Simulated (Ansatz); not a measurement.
**Cs2CaYF6: from the start to rest**

Aim: in Cs2CaYF6, a structure type of another compound, with these elements put in, relax cell and atoms, then read levels, charges and fields where it ends.

Method: DFT, r2SCAN, no spin polarisation, plane waves, PAW, in Ansatz 0.2.0.

### Step 1. The system as given

It takes space group Fm-3m (No. 225, cubic). The conventional cell has a = 9.196 Å, b = 9.196 Å, c = 9.196 Å, α = 90.00°, β = 90.00°, γ = 90.00°. F (site symmetry 4mm) has 1 Y at 2.07 Å and 1 Ca at 2.53 Å as nearest neighbours. Ca (site symmetry m-3m) is surrounded by 6 F at 2.53 Å. Y (site symmetry m-3m) is surrounded by 6 F at 2.07 Å. Cs (site symmetry -43m) is surrounded by 12 F at 3.26 Å.

The coordinates stand in the input below.

It starts from an earlier solution of the starting cell (checkpoint.read).

### Step 2. The relaxation

input.yaml reads:

```yaml
crystal:
  lattice:
    - [0.0, 4.597944, 4.597944]
    - [4.597944, 0.0, 4.597944]
    - [4.597944, 4.597944, 0.0]
  atoms:
    - { symbol: F, position: [0.775, 0.225, 0.225] }
    - { symbol: F, position: [0.225, 0.775, 0.225] }
    - { symbol: F, position: [0.225, 0.775, 0.775] }
    - { symbol: F, position: [0.775, 0.225, 0.775] }
    - { symbol: F, position: [0.225, 0.225, 0.775] }
    - { symbol: F, position: [0.775, 0.775, 0.225] }
    - { symbol: Ca, position: [0.5, 0.5, 0.5] }
    - { symbol: "Y", position: [0.0, 0.0, 0.0] }
    - { symbol: Cs, position: [0.25, 0.25, 0.25] }
    - { symbol: Cs, position: [0.75, 0.75, 0.75] }
  symmetry: { tolerance: 0.0003 }
kpoints:
  mp_grid: { grid: [7, 7, 7], shift: [0, 0, 0] }
magnetization:
  spin_polarized: false
scf:
  occupations: { method: fermi_dirac }
  lower_state_search: "off"
hamiltonian:
  pseudopotentials: { kind: paw }
  xc: r2scan
basis:
  ecutwfc: 500
  fft_grid_basis: typed
relax:
  max_steps: 60
  cell: { p_target: 0.0 }
  f_tol: 0.03
output:
  forces: true
  stress: true
  eigenvalues: true
  bader: true
  populations: true
  elf: true
  write_potential: true
  volumetric_format: npy
  dos:
    e_range: [-12, 8]
    de: 0.05
    projected: { site_lists: { Ca: [Ca], Cs: [Cs], F: [F], "Y": ["Y"] } }
checkpoint:
  read: saved_state
```

Launch:

```
> ansatz run input.yaml --threads 2 --pin off --max-ram 3584MiB --backend cpu --events-out ev --progress --plain --runs-dir out
```

The program printed, cut to the lines that bear on the results:

```text
Warning: RAYON_NUM_THREADS=2 ignored (pool sized by the plan → 2); use --threads N
[...]
Pseudopotentials: kind: paw
Pseudopotential: F, paw, valence charge 7, recommended cutoff 500 eV (meta_gga), F.paw.azcp
Pseudopotential: Ca, paw, valence charge 10, recommended cutoff 500 eV (meta_gga), Ca.paw.azcp
Pseudopotential: Y, paw, valence charge 11, recommended cutoff 500 eV (meta_gga), Y.paw.azcp
Pseudopotential: Cs, paw, valence charge 9, recommended cutoff 500 eV (meta_gga), Cs.paw.azcp
Functional definition: r2SCAN
[...]
Crystal: 10 atoms, lattice volume = 194.411 Å³
Basis set: ecut = 500 eV, 4957 PW (Γ), exchange–correlation on 192×192×192 points (64 copies of the dense FFT grid, shifted against one another)
Bands: 51, of which v1, the nominal top of the filled ones, is band 41 counted from 1 (40 counted from 0)
Symmetry: 48 space group operations
Space group: Fm-3m (ITA 225), of the structure as read, at distance tolerance 1.7e-3 Å
k-points: 20 of 343
[...]
SCF iter   1: F=-21928.089862 eV  HF=-21928.088714 eV  |F-HF|=1.15e-3  |Δ(HF+E_count)|=         —  Δρ=6.36e-4  dr2=6.15e-4  dr2_τ=5.53e-4  ethr=1.46e-6  ⟨swp⟩=3.0  Hψ=7960  notcnv=0
[...]
relax step   1: F+E_penalty+E_count = -21928.09005815 eV  Δ(F+E_penalty+E_count) = +0.000e0 eV  max|allowed force component| = 2.310e0 eV/Å  Δτ_max = 0.0000 Å  P = +6.620 GPa  Ω = 194.411 Å³  (6 SCF iters, dr2 threshold 1.00e-7 eV, accepted)
[...]
relax step   3: F+E_penalty+E_count = -21929.26351901 eV  Δ(F+E_penalty+E_count) = -1.524e-1 eV  max|allowed force component| = 1.713e-1 eV/Å  Δτ_max = 0.0824 Å  P = +1.570 GPa  Ω = 187.755 Å³  energy of the carried Pulay correction = +3.162e-3 eV  (7 SCF iters, dr2 threshold 1.00e-6 eV, accepted)
[...]
relax step   4: F+E_penalty+E_count = -21929.28831992 eV  Δ(F+E_penalty+E_count) = -2.480e-2 eV  max|allowed force component| = 7.650e-2 eV/Å  Δτ_max = 0.0045 Å  P = +0.373 GPa  Ω = 191.650 Å³  energy of the carried Pulay correction = +1.290e-3 eV  (7 SCF iters, dr2 threshold 1.00e-6 eV, accepted)
[...]
```

### Step 3. More of the same log

The log, continued:

```text
SCF iter   1: F=-21929.288795 eV  HF=-21929.284380 eV  |F-HF|=4.42e-3  |Δ(HF+E_count)|=         —  Δρ=1.42e-3  dr2=3.21e-3  dr2_τ=3.48e-2  ethr=3.92e-6  ⟨swp⟩=2.4  Hψ=4581  notcnv=0
preconditioner: auto → LDOS  [metal: Δε(μ)=0.037 eV  Ē_g=11.175 eV  σ=0.100 eV  W_gap=0.09  n_scr=50 (ndim 8)  ℏωp=18.7 eV  f_vac=0.019  D(μ)=5.60/eV (n_scr^D=50)  β→1.0]
SCF iter   2: F=-21929.290410 eV  HF=-21929.291114 eV  |F-HF|=7.04e-4  |Δ(HF+E_count)|=   6.73e-3  Δρ=8.56e-4  dr2=9.92e-4  dr2_τ=8.92e-5  ethr=3.92e-6  ⟨swp⟩=2.0  Hψ=1964  notcnv=0
SCF iter   3: F=-21929.290664 eV  HF=-21929.290910 eV  |F-HF|=2.46e-4  |Δ(HF+E_count)|=   2.05e-4  Δρ=2.29e-4  dr2=2.99e-4  dr2_τ=4.90e-6  ethr=1.22e-6  ⟨swp⟩=2.0  Hψ=1515  notcnv=0
SCF iter   4: F=-21929.290625 eV  HF=-21929.290709 eV  |F-HF|=8.41e-5  |Δ(HF+E_count)|=   2.00e-4  Δρ=1.95e-4  dr2=1.04e-4  dr2_τ=3.73e-6  ethr=3.69e-7  ⟨swp⟩=2.2  Hψ=1421  notcnv=0
SCF iter   5: F=-21929.290685 eV  HF=-21929.290691 eV  |F-HF|=5.99e-6  |Δ(HF+E_count)|=   1.84e-5  Δρ=7.02e-5  dr2=1.13e-5  dr2_τ=5.79e-7  ethr=1.29e-7  ⟨swp⟩=2.1  Hψ=1466  notcnv=0
SCF iter   6: F=-21929.290691 eV  HF=-21929.290691 eV  |F-HF|=4.10e-7  |Δ(HF+E_count)|=   3.20e-7  Δρ=1.49e-5  dr2=7.30e-7  dr2_τ=1.49e-8  ethr=1.40e-8  ⟨swp⟩=2.0  Hψ=1749  notcnv=0
SCF iter   7: F=-21929.290691 eV  HF=-21929.290691 eV  |F-HF|=3.85e-8  |Δ(HF+E_count)|=   6.73e-8  Δρ=4.17e-6  dr2=6.22e-8  dr2_τ=3.42e-9  ethr=4.52e-10  ⟨swp⟩=11.7  Hψ=7858  notcnv=0
SCF 5 converged in 7 iterations: F = -21929.290691 eV  dr2 = 6.22e-8
relax step   5: F+E_penalty+E_count = -21929.29069083 eV  Δ(F+E_penalty+E_count) = -2.371e-3 eV  max|allowed force component| = 1.623e-2 eV/Å  Δτ_max = 0.0095 Å  P = +0.006 GPa  Ω = 192.581 Å³  energy of the carried Pulay correction = +8.514e-4 eV  (7 SCF iters, dr2 threshold 3.66e-7 eV, accepted)
Initial wavefunctions: pseudopotential atomic-orbital guess (no wavefunctions were taken with the density)
iter 1 solved again at ethr=2.03e-8 eV; its pass at ethr=3.10e-3 eV (dr2=1.65e-5 eV) is discarded
SCF iter   1: F=-21929.289985 eV  HF=-21929.289985 eV  |F-HF|=4.31e-7  |Δ(HF+E_count)|=         —  Δρ=3.28e-5  dr2=2.65e-7  dr2_τ=7.91e-7  ethr=2.03e-8  ⟨swp⟩=5.0  Hψ=8646  notcnv=0
preconditioner: auto → LDOS  [metal: Δε(μ)=0.032 eV  Ē_g=11.175 eV  σ=0.100 eV  W_gap=0.08  n_scr=50 (ndim 8)  ℏωp=18.7 eV  f_vac=0.018  D(μ)=5.52/eV (n_scr^D=50)  β→1.0]
SCF iter   2: F=-21929.289824 eV  HF=-21929.289824 eV  |F-HF|=4.80e-8  |Δ(HF+E_count)|=   1.60e-4  Δρ=7.07e-6  dr2=5.99e-8  dr2_τ=4.67e-9  ethr=3.27e-10  ⟨swp⟩=2.0  Hψ=1809  notcnv=0
SCF iter   3: F=-21929.289824 eV  HF=-21929.289824 eV  |F-HF|=1.42e-8  |Δ(HF+E_count)|=   9.67e-9  Δρ=3.66e-6  dr2=1.89e-8  dr2_τ=1.77e-9  ethr=7.40e-11  ⟨swp⟩=2.0  Hψ=1795  notcnv=0
SCF iter   4: F=-21929.289824 eV  HF=-21929.289824 eV  |F-HF|=3.30e-9  |Δ(HF+E_count)|=   3.70e-9  Δρ=1.32e-6  dr2=4.58e-9  dr2_τ=1.25e-10  ethr=2.34e-11  ⟨swp⟩=2.3  Hψ=1492  notcnv=0
SCF iter   5: F=-21929.289824 eV  HF=-21929.289824 eV  |F-HF|=6.48e-10  |Δ(HF+E_count)|=  6.98e-10  Δρ=5.65e-7  dr2=9.18e-10  dr2_τ=3.34e-11  ethr=5.66e-12  ⟨swp⟩=2.9  Hψ=1962  notcnv=0
SCF iter   6: F=-21929.289824 eV  HF=-21929.289824 eV  |F-HF|=9.82e-11  |Δ(HF+E_count)|=  1.20e-10  Δρ=1.49e-7  dr2=1.23e-10  dr2_τ=1.24e-12  ethr=1.13e-12  ⟨swp⟩=2.8  Hψ=1804  notcnv=0
SCF iter   7: F=-21929.289824 eV  HF=-21929.289824 eV  |F-HF|=3.64e-12  |Δ(HF+E_count)|=  2.18e-11  Δρ=2.83e-8  dr2=3.87e-12  dr2_τ=1.50e-13  ethr=1.00e-12  ⟨swp⟩=7.7  Hψ=5151  notcnv=0
SCF 6 converged in 7 iterations: F = -21929.289824 eV  dr2 = 3.87e-12
relax step   6: F+E_penalty+E_count = -21929.28982435 eV  Δ(F+E_penalty+E_count) = +8.665e-4 eV  max|allowed force component| = 1.627e-2 eV/Å  Δτ_max = 0.0000 Å  P = +0.010 GPa  Ω = 192.581 Å³  stress off target by 9.76e-3 GPa  SCF on the basis re-selected at this cell (its energy is not comparable with the rows above)  (7 SCF iters)
basis re-selected at this cell: Δ(F+E_penalty+E_count) = +8.665e-4 eV, ΔP = +0.004 GPa vs the last step (what re-selecting the basis moved, of the pressure what is left beyond the Pulay correction that the steps carried, after the strain that the cell walked since its last selection, with what the two solves' SCF thresholds leave and, on support functions, any second-order correction that the steps lacked; it is no measure of the basis error at this ecutwfc). This SCF's stress stands 9.76e-3 GPa from its target on what of the cell is left free (relax.cell.stress_tol is 5.00e-2 GPa) and its largest allowed force component is 1.63e-2 eV/Å (relax.f_tol is 3.00e-2 eV/Å): within both
SCF converged after 7 iterations
Free energy (F): -21929.289824 eV
Harris-Foulkes:  -21929.289824 eV  (|F-HF|=3.64e-12)
Internal energy: -21929.096375 eV  (E = F + TS)
E sigma→0 (E₀):  -21929.193100 eV
Entropy (-TS):   -0.193449 eV (-19.345 meV/atom)
Fermi energy:    10.808851 eV
--- Per-component energies (eV) ---
  E_band       = -568.060083
  E_kinetic    = 2122.934462
  E_local      = -5744.334425  (includes V_loc(G=0)·N_el)
  E_nonlocal   = 607.418710
  E_hartree    = 2160.010734
  E_xc         = -1111.607443
  E_vxc        = -1397.999208  (∫ρ·V_xc dr)
  E_paw        = -15109.216996  (= ΣΔE_a)
  E_vpaw       = -565.369097  (= ΣTr[D̂ρ^β])
  E_aug_tail   = 0.006058  (compensation charges beyond the density's cutoff)
  E_vtau       = 89.261942  (kinetic-family band-sum trace: ∫τ·v_τ [+ j·A + Jᵃ·Aᵃ] dr)
  E_ewald      = -4853.844265
  E_core_change = -0.463209  (= ΣΔE_core)
  E_smearing   = -0.193449  (= −TS)
  E_closure    = -0.000000  (closes the sum)
  Σ components = -21929.289824   (vs F -21929.289824, Δ=0.00e0)
--- Forces (eV/Å), atoms counted from 1 ---
  atom   1  F     -0.01626645    -0.00000000     0.00000000
  atom   2  F      0.00000000    -0.01626645    -0.00000000
  atom   3  F      0.01626645     0.00000000    -0.00000000
  atom   4  F     -0.00000000     0.01626645     0.00000000
  atom   5  F      0.00000000     0.00000000    -0.01626645
  atom   6  F     -0.00000000    -0.00000000     0.01626645
  atom   7  Ca     0.00000000     0.00000000    -0.00000000
  atom   8  Y     -0.00000000     0.00000000     0.00000000
  atom   9  Cs     0.00000000     0.00000000     0.00000000
  atom  10  Cs    -0.00000000    -0.00000000     0.00000000
  max |Σ_I F_I| component: 5.96e-18 eV/Å
--- Stress (GPa, compression-positive) ---
        0.009763      -0.000000      -0.000000
       -0.000000       0.009763      -0.000000
       -0.000000      -0.000000       0.009763
  P = ⅓ Tr σ = 0.0098 GPa (0.098 kbar)
--- Band table (eV; the first three rows and the last of 20) ---
  k-point 0: bands = ["-36.4224", "-34.7912", "-18.6498", "-18.6498", "-18.6498", "-18.2731", "-18.1656", "-18.1656", "-15.5358", "-15.5358", "-15.5358", "-15.2898", "-15.2886", "-14.6393", "-14.6393", "-14.6393", "-2.3767", "-2.3767", "-2.3767", "-1.9247", "-1.9247", "-1.9247", "0.3334", "0.5748", "0.5748", "1.4581", "1.4581", "1.4581", "1.5547", "1.5547", "1.5547", "1.6743", "1.6743", "1.6743", "1.9663", "1.9663", "1.9663", "2.0360", "2.0360", "2.0360", "9.8520", "10.7481", "10.7481", "10.7481", "10.9658", "10.9658", "11.8162", "11.8162", "11.8162", "12.6468", "12.6468"]
  k-point 1: bands = ["-36.4224", "-34.7912", "-18.6392", "-18.6339", "-18.6339", "-18.2866", "-18.1895", "-18.1895", "-15.5090", "-15.5067", "-15.5067", "-15.2931", "-15.2923", "-14.6616", "-14.6611", "-14.6611", "-2.3417", "-2.3417", "-2.3001", "-1.9305", "-1.9305", "-1.8942", "0.3854", "0.6116", "0.6116", "1.3858", "1.4269", "1.4269", "1.4699", "1.5413", "1.5413", "1.6395", "1.6395", "1.6914", "1.8493", "1.9481", "1.9481", "2.0064", "2.0064", "2.0176", "10.0842", "10.8032", "10.8032", "10.8518", "11.1264", "11.1264", "11.7573", "11.8862", "11.8862", "12.6685", "12.6685"]
  k-point 2: bands = ["-36.4224", "-34.7912", "-18.6125", "-18.5910", "-18.5910", "-18.3199", "-18.2503", "-18.2503", "-15.4434", "-15.4360", "-15.4360", "-15.3005", "-15.3002", "-14.7173", "-14.7158", "-14.7158", "-2.2482", "-2.2482", "-2.1064", "-1.9572", "-1.9572", "-1.8276", "0.5277", "0.7097", "0.7097", "1.1885", "1.2867", "1.3373", "1.3373", "1.4965", "1.4965", "1.5732", "1.5732", "1.5791", "1.7397", "1.9107", "1.9107", "1.9441", "1.9441", "1.9665", "10.6604", "10.9366", "10.9366", "11.0855", "11.5734", "11.5734", "11.8464", "11.9761", "11.9761", "12.6383", "12.7912"]
  k-point 19: bands = ["-36.4224", "-34.7912", "-18.6610", "-18.6443", "-18.5564", "-18.3245", "-18.2102", "-18.1847", "-15.5312", "-15.5038", "-15.3744", "-15.3133", "-15.3131", "-14.7690", "-14.6636", "-14.6422", "-2.0845", "-2.0625", "-2.0088", "-1.9589", "-1.7707", "-1.7269", "0.4275", "0.5828", "0.7867", "0.9831", "1.0789", "1.1453", "1.3233", "1.3587", "1.4369", "1.5653", "1.6347", "1.6366", "1.7006", "1.7177", "1.7194", "1.7816", "1.9085", "1.9738", "11.0819", "11.1136", "11.1981", "11.7819", "11.9192", "11.9756", "12.1471", "12.2235", "12.5728", "12.5828", "12.7663"]
--- Relaxed structure (5 steps of the walk, 5 accepted, 1 SCFs on fresh bases) ---
  F+E_penalty+E_count = -21929.28982435 eV   max|allowed force component| = 1.627e-2 eV/Å   (the final SCF, on the basis selected at the relaxed cell)
  cell:  # Å, volume = 192.5807 Å³
    - [4.4584506200209755e-34, 4.583468592242721, 4.583468592242721]
    - [4.583468592242721, 3.6792167848593433e-34, 4.583468592242721]
    - [4.583468592242721, 4.583468592242721, 1.5271188250934145e-33]
  atoms:
    - { symbol: F, position: [0.7514119304140767, 0.24858806958592317, 0.2485880695859231] }
    - { symbol: F, position: [0.24858806958592317, 0.7514119304140767, 0.2485880695859231] }
    - { symbol: F, position: [0.24858806958592328, 0.7514119304140766, 0.7514119304140765] }
    - { symbol: F, position: [0.7514119304140766, 0.24858806958592328, 0.7514119304140765] }
    - { symbol: F, position: [0.24858806958592317, 0.24858806958592317, 0.7514119304140767] }
    - { symbol: F, position: [0.7514119304140766, 0.7514119304140766, 0.24858806958592328] }
    - { symbol: Ca, position: [0.49999999999999994, 0.49999999999999994, 0.49999999999999994] }
    - { symbol: Y, position: [3.1597403342245498e-18, -4.621709742597116e-19, -7.45132795235043e-19] }
    - { symbol: Cs, position: [0.24999999999999997, 0.24999999999999997, 0.24999999999999997] }
    - { symbol: Cs, position: [0.7499999999999999, 0.7499999999999999, 0.7499999999999999] }
--- Löwdin populations: 10 sites ---
  site symbol       q [e]
     0      F      7.6657
     1      F      7.6657
     2      F      7.6657
     3      F      7.6657
     4      F      7.6657
     5      F      7.6657
     6     Ca      8.2672
     7      Y      9.8668
     8     Cs      8.1795
     9     Cs      8.1795
  spilling = 0.006326 (of n_electrons = 81.000000)
--- Bader charges: 10 sites ---
  site symbol  charge [e]  shift [e]
     0      F     -0.8914     0.0001
     1      F     -0.8914     0.0001
     2      F     -0.8914     0.0001
     3      F     -0.8914     0.0001
     4      F     -0.8914     0.0001
     5      F     -0.8914     0.0001
     6     Ca      1.6407     0.0005
     7      Y      2.0766     0.0001
     8     Cs      0.8155     0.0000
     9     Cs      0.8155     0.0000
  estimated error of the sums over rays = 1.2e-4 e
```

Run time: 2.2 min. Hardware: 2 threads of Arm Neoverse V1, shared host; peak memory 1.1 GiB.

The steps of the relaxation:

| step | energy from step 1 (eV/cell) | largest force component (eV/Å) | pressure (GPa) | volume (Å³) |
| --- | --- | --- | --- | --- |
| 1 | 0.0000 | 2.3096 | 6.62 | 194.41 |
| 2 | -1.0211 | 0.5943 | 0.41 | 198.13 |
| 3 | -1.1735 | 0.1713 | 1.57 | 187.76 |
| 4 | -1.1983 | 0.0765 | 0.37 | 191.65 |
| 5 | -1.2006 | 0.0162 | 0.01 | 192.58 |
| 6 | -1.1998 | 0.0163 | 0.01 | 192.58 |

Step 1 is the start. Step 6 repeats the geometry before on a plane-wave basis chosen anew for that cell, so the energy can jump there without any move; the table keeps such jumps.

| input's cell | before | after | change |
| --- | --- | --- | --- |
| a (Å) | 6.502 | 6.482 | -0.3 % |
| b (Å) | 6.502 | 6.482 | -0.3 % |
| c (Å) | 6.502 | 6.482 | -0.3 % |
| volume (Å³/atom) | 19.44 | 19.26 | -0.9 % |

The largest move, 0.22 Å, apart from the change of the cell, is shared by several atoms, F3 among them.

### Step 4. Total and projected density of states

States per cell by energy window, from dos.tsv and pdos.tsv (tetrahedra; eV from the Fermi level):

| from | to | total | Cs s | F p | Y d |
| --- | --- | --- | --- | --- | --- |
| -1.0 | 0.0 | 0.37 | 0.20 | 0.01 | 0.04 |
| 0.0 | 1.0 | 9.19 | 0.81 | 0.49 | 4.87 |

The bands computed are complete only to about 1.8 eV above the Fermi level.

### Step 5. Charges

By element, from the tables in the log (a charge is positive for electrons lost): Löwdin charges also hold the electrons that the projection spills.

| element | atoms | Bader charge (e) | Bader volume (Å³) | Löwdin charge (e) |
| --- | --- | --- | --- | --- |
| F | 6 | -0.89 | 16.4 | -0.67 |
| Ca | 1 | +1.64 | 12.2 | +1.73 |
| Y | 1 | +2.08 | 14.5 | +1.13 |
| Cs | 2 | +0.82 | 33.9 | +0.82 |

The Löwdin projection spills 0.6 % of the electrons and depends on the orbitals chosen; where it disagrees with Bader's partition, neither is an observable.

### Step 6. Fields in real space

Maps in the plane spanned by b and c at height 0.249 along a (axes of the input's cell), one cell: b runs left to right (20 points from zero), c bottom to top (20 points), 60° apart. Inside the augmentation spheres the fields are the smooth ones.

Valence density. Ten steps from '0' (0.00 e/Å³) to '9' (14.00 e/Å³), finer at the low end (step k begins (100^(k/10) - 1)/99 of the way up):
```
01111000000011110111
11233210000123321111
11356531000135653111
01368863100136886310
01258985200025898521
00136886310013688631
00013565310001356531
00001233210000123321
00000011100000001110
11111100000000000000
12333210000011100000
13444431000123321000
13444443100135653100
13442244310136886310
12443024421025898520
01344324431013688631
00134444431001356531
00013444431000123321
00001233321000011111
00000111111000000110
```

ELF. Ten even steps from '0' (0.00) to '9' (0.89):
```
00232000100023200000
01577620000267751000
01799973000379997200
01797797300379779710
00597489600069847950
00279789710017987972
00037999720002799973
00002577610000167762
00100023300000003320
03664100000000000000
48999840000012100000
69999996100367763001
69986899600379997300
39970069940279889720
08980008981059747960
03997006994027977972
00699878996003799973
00169999996100257752
00003899983000001110
00000036640000000000
```

Atoms within 0.2 Å of the plane, in fractions of b and c: F at (0.75, 0.25), F at (0.75, 0.75), F at (0.25, 0.75), Cs at (0.25, 0.25).

Along short contacts, where the density is least:

| contact | length (Å) | minimum at (fraction) | density (e/Å³) | ELF |
| --- | --- | --- | --- | --- |
| F1–Ca7 | 2.305 | 0.50 | 0.253 | 0.06 |
| Cs9–F1 | 3.241 | 0.55 | 0.065 | 0.03 |

### Step 7. Results

```
                                                 quantity                                                                      value
                                                    moves                                                                          4
                                            energy gained                                                             120.1 meV/atom
                                             largest move                                                                 0.22 Å (F)
                     space group (0.01 Å), before / after                                                              Fm-3m / Fm-3m
                                                     cell  a = 6.482 Å, b = 6.482 Å, c = 6.482 Å, α = 60.00°, β = 60.00°, γ = 60.00°
                                                   volume                                                     19.26 Å³/atom (-0.9 %)
                                      pressure at the end                                                                   0.01 GPa
                                                character                                                                      metal
density of states, mean within 0.25 eV of the Fermi level                                                        4.6 per eV per cell
                                            Bader charges                                     F -0.89, Ca +1.64, Y +2.08, Cs +0.82 e
```

**Reading.** The volume shrank by 0.9 %, and the largest move of an atom is 0.22 Å apart from the change of the cell; the energy fell by 120.1 meV per atom. The run held to 48 symmetry operations, so a lower structure without them is not ruled out. The cell is metallic; within 0.25 eV of the Fermi level the density of states averages 4.6 per eV per cell, mostly Y d (70 %). By Bader's partition Y gives up most (+2.08 e) and F takes most (-0.89 e).

Caveats: an odd count of electrons without spin polarisation forces a partly filled band.
